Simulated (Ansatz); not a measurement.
# AlH₃IN (SMILES [NH2][AlH][I]): functionals against CCSD(T) at one geometry

The atoms stand at a structure displaced at random from a GFN2-xTB minimum. How far do the functionals agree with CCSD(T) there?

Program: Ansatz 0.2.0, Gaussian basis. Level of theory: single points in def2-TZVPP. These are calculated values, not measurements.

Correlated methods freeze the cores. Filled d shells of the heavier atoms are correlated. Core potentials replace the inner electrons past krypton, and spin-orbit coupling is left out.

### Step 1. Where the work starts

SMILES `[NH2][AlH][I]`, 6 atoms, charge 0, spin multiplicity 1.

Atoms are counted from 1 here; the program's logs count them from 0.

Bond lengths: N1–Al2 1.763 Å, N1–H4 1.071 Å, N1–H5 1.044 Å, Al2–I3 2.512 Å, Al2–H6 1.501 Å. Angles: Al2–N1–H4 124.7°, Al2–N1–H5 129.9°, H4–N1–H5 105.0°, N1–Al2–I3 123.0°, N1–Al2–H6 122.3°, I3–Al2–H6 114.7°.

Coordinates:

```xyz
6
AlH3IN
N    -0.6418    0.2826   -0.7513
Al    0.4138   -0.0339    0.6244
I     1.6488   -2.1995    0.9298
H    -1.2068    1.1820   -0.8916
H    -0.7663   -0.2550   -1.6374
H     0.6275    0.9700    1.7190
```

### Step 2. CCSD(T)/def2-TZVPP

Input file run/in.yaml:

```yaml
crystal:
  periodic: [false, false, false]
  atoms:
    - {symbol: N, position_ang: [-0.641800, 0.282600, -0.751300]}
    - {symbol: Al, position_ang: [0.413800, -0.033900, 0.624400]}
    - {symbol: I, position_ang: [1.648800, -2.199500, 0.929800]}
    - {symbol: H, position_ang: [-1.206800, 1.182000, -0.891600]}
    - {symbol: H, position_ang: [-0.766300, -0.255000, -1.637400]}
    - {symbol: H, position_ang: [0.627500, 0.970000, 1.719000]}
basis:
  gaussian: {orbitals: def2-TZVPP}
correlation: {method: ccsd_t}
output: {forces: true}
```

The command line of these runs was not kept.

### Step 3. PBE0-D4/def2-TZVPP

run/in.yaml, as its differences from that of step 2:

```diff
@@ -11,3 +11,3 @@
   gaussian: {orbitals: def2-TZVPP}
-correlation: {method: ccsd_t}
-output: {forces: true}
+hamiltonian: {xc: pbe0, dispersion: d4}
+output: {forces: true, orbitals: {seedname: orbitals}}
```

### Step 4. wB97M-V/def2-TZVPP

run/in.yaml, as its differences from that of step 3:

```diff
@@ -11,3 +11,3 @@
   gaussian: {orbitals: def2-TZVPP}
-hamiltonian: {xc: pbe0, dispersion: d4}
-output: {forces: true, orbitals: {seedname: orbitals}}
+hamiltonian: {xc: {name: wB97M-V}}
+output: {forces: true}
```

### Step 5. r2SCAN-D4/def2-TZVPP

run/in.yaml, as its differences from that of step 4:

```diff
@@ -11,3 +11,3 @@
   gaussian: {orbitals: def2-TZVPP}
-hamiltonian: {xc: {name: wB97M-V}}
+hamiltonian: {xc: r2scan, dispersion: d4}
 output: {forces: true}
```

### Step 6. PBE-D4/def2-TZVPP

run/in.yaml, as its differences from that of step 5:

```diff
@@ -11,3 +11,3 @@
   gaussian: {orbitals: def2-TZVPP}
-hamiltonian: {xc: r2scan, dispersion: d4}
+hamiltonian: {xc: pbe, dispersion: d4}
 output: {forces: true}
```

### Step 7. B97M-V/def2-TZVPP

run/in.yaml, as its differences from that of step 6:

```diff
@@ -11,3 +11,3 @@
   gaussian: {orbitals: def2-TZVPP}
-hamiltonian: {xc: pbe, dispersion: d4}
+hamiltonian: {xc: {name: B97M-V}}
 output: {forces: true}
```

### Step 8. wB97X-V/def2-TZVPP

run/in.yaml, as its differences from that of step 7:

```diff
@@ -11,3 +11,3 @@
   gaussian: {orbitals: def2-TZVPP}
-hamiltonian: {xc: {name: B97M-V}}
+hamiltonian: {xc: {name: wB97X-V}}
 output: {forces: true}
```

(Steps that only read results are left out.)

**Question.** What will these runs give? Wanted: energy less free atoms, CCSD(T)/def2-TZVPP; RMS force component; RMS force error; HOMO and LUMO, PBE0-D4; T1 diagnostic.

As calculated:

| quantity | value |
| --- | --- |
| energy less free atoms, CCSD(T)/def2-TZVPP | -17.737 eV |
| RMS force component | 0.885 to 1.015 eV/Å over the methods |
| RMS force error | PBE0-D4 0.061, wB97M-V 0.051, r2SCAN-D4 0.051, PBE-D4 0.136, B97M-V 0.097, wB97X-V 0.035 eV/Å |
| HOMO and LUMO, PBE0-D4 | -7.54 and -0.79 eV |
| T1 diagnostic | 0.009 |

In words: Against CCSD(T) the functionals' energies less atoms differ by -0.659 to -0.337 eV, PBE-D4 by -0.659 eV. A larger basis would deepen the CCSD(T) value, while the functionals are nearly converged already, so the order here is not reliable. The forces of wB97X-V come nearest to CCSD(T), those of PBE-D4 are farthest. Frozen-core CCSD(T) forces in triple zeta carry basis errors of their own, and this is one geometry, so small gaps rank nothing.
